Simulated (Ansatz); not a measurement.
# FH3SiTe: molecular dynamics

Aim: follow the molecule's vibrations and see whether its bonds hold. The start is relaxed first. Runs: 300 steps of 0.25 fs at constant energy, with velocities drawn for 300 K. SMILES of the start: F[SiH2][TeH].

Method: RKS PBE0/def2-SVP, in Ansatz 0.2.0.

**1. The system as given**

Bond lengths: F1–Si2 1.613 Å, Si2–Te3 2.472 Å, Si2–H4 1.448 Å, Si2–H5 1.451 Å, Te3–H6 1.643 Å. Angles: F1–Si2–Te3 111.1°, F1–Si2–H4 104.6°, F1–Si2–H5 102.5°, Te3–Si2–H4 108.8°, Te3–Si2–H5 115.6°, H4–Si2–H5 113.7°, Si2–Te3–H6 91.2°.

Coordinates:

```xyz
6

F    -1.7258    0.1228    0.2334
Si   -0.3216   -0.0986   -0.5289
Te    1.4731   -0.6877    1.0660
H    -0.5565   -1.2282   -1.4038
H    -0.1462    1.1580   -1.2331
H     1.2771    0.7337    1.8664
```

**2. Preparing the start**

Contents of input.yaml:

```yaml
crystal:
  periodic: [false, false, false]
  atoms:
    - { symbol: F, position_ang: [-1.72579, 0.12276, 0.23337] }
    - { symbol: Si, position_ang: [-0.32162, -0.09859, -0.5289] }
    - { symbol: Te, position_ang: [1.47309, -0.6877, 1.06602] }
    - { symbol: H, position_ang: [-0.55651, -1.2282, -1.40376] }
    - { symbol: H, position_ang: [-0.14625, 1.15798, -1.23314] }
    - { symbol: H, position_ang: [1.27709, 0.73374, 1.86642] }
basis:
  gaussian: { orbitals: def2-SVP }
hamiltonian:
  xc: pbe0
relax:
  f_tol: 0.02
  max_steps: 40
output:
  orbitals: {}
```

Run with:

```sh
$ ansatz run input.yaml --threads 1 --pin off --max-ram 2048MiB --backend cpu --events-out ev --progress --plain --runs-dir out
```

Further steps of the session: Dynamics.

**Question.** What will these runs give? Wanted: relaxation of the start; temperature, first and last step; temperature, second half; potential energy, second half; largest change of the total energy; bonds formed or broken.

**Answer**, as computed:

| quantity | value |
| --- | --- |
| relaxation of the start | 7 moves, 0.091 eV lower |
| length | 300 steps of 0.25 fs |
| temperature, first and last step | 300 and 59 K |
| temperature, second half | mean 142 K, from 30 to 220 K |
| potential energy, second half | +14 meV/atom from the start |
| largest change of the total energy | 0.01 meV/atom |
| bonds formed or broken | 0 |

The temperature starts at 300 K and averages 142 K in the second half, where it ranges from 30 to 220 K. About half is expected from a start at a minimum: kinetic energy passes into potential energy until both shares match. The total energy strays from its start by at most 0.01 meV/atom, under 0.1 % of the mean kinetic energy, so a step of 0.25 fs is short enough over this time. The bonding pattern survives the run. Averages from a run of 75 fs with 6 atoms are rough.
